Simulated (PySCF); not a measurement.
# NbO₂: structure of the doublet

Aim: relax NbO₂ as a doublet from a bent start, check by its vibrations whether the end is a minimum, and collect its spectrum and constants.

The runs use PySCF 2.14.0; B3LYP, basis Nb def2-TZVP with ECP28, O def2-TZVP, scalar-relativistic core potentials, no spin–orbit coupling, density fitting.

**1. The system as given**

3 atoms, charge 0, spin multiplicity 2.

Bond lengths: Nb1–O2 1.820 Å, Nb1–O3 1.820 Å. Angles: O2–Nb1–O3 110.0°.

Coordinates in bohr (charge 0 multiplicity 2):
```
Nb    0.0000    0.0000    0.0000
O     2.8174    0.0000    1.9727
O    -2.8174    0.0000    1.9727
```

**2. Finding the electronic state**

One driver script runs all steps and calls PySCF; scf.py shows how it sets up the SCF of each step. The optimiser is the driver's own. After this first run the driver tries any further starts and a stability analysis.

The input, scf.py:

```python
from pyscf import gto, scf, dft
mol = gto.M(atom='''
Nb     0.000000     0.000000     0.000000
O      1.490900     0.000000     1.043900
O     -1.490900     0.000000     1.043900''',
    basis={'Nb': 'def2-TZVP', 'O': 'def2-TZVP'},
    ecp={'Nb': 'def2-TZVP'},
    charge=0, spin=1)
mf = dft.UKS(mol, xc='B3LYP')
mf.grids.atom_grid = (50, 194)
aux = {'Nb': 'def2-universal-JKFIT', 'O': 'def2-universal-JKFIT'}
mf = mf.density_fit(auxbasis=aux)
mf.conv_tol = 1e-08
mf.diis_space = 10
mf.max_cycle = 60
mf.init_guess = 'minao'
mf.verbose = 4
mf.kernel()
```

Started as:

```bash
$ OMP_NUM_THREADS=4 python axn.py task.json out
```

The runs that follow: Relaxing the doublet from the bent start; Vibrations and properties at this point.

Q: Predict the outcome of this session. Wanted: minimum; geometry; wavenumbers; dipole moment; highest occupied, lowest empty level; polar-tensor charge of Nb1; zero-point energy; atomisation energy; ⟨S²⟩.

**Answer**, as computed:

| quantity | value |
| --- | --- |
| minimum | doublet, C2v |
| geometry | Nb–O 1.713 Å (×2); O–Nb–O 105.2° |
| wavenumbers (cm⁻¹) | 354 (a1), 959 (b2), 1011 (a1) |
| dipole moment | 5.22 D |
| highest occupied, lowest empty level (either spin) | -5.88, -3.50 eV |
| polar-tensor charge of Nb1 | +1.59 e |
| zero-point energy | 13.9 kJ/mol |
| entropy at 298.15 K | 272.2 J/(mol K) |
| atomisation energy (no zero-point energy) | 1371 kJ/mol |
| ⟨S²⟩ | 0.756 |

In words: The bent start keeps its C2v symmetry and ends in a minimum. The strongest infrared band lies at 959 cm⁻¹ (b2, stretch). With 5.2 D the molecule is strongly polar. Most of the spin sits on Nb1 (Mulliken spin 1.09, against 1 for the whole molecule). Only this shape and spin were tried, so other structures or states may lie lower. One determinant may miss the lowest occupation of an open d or f shell.
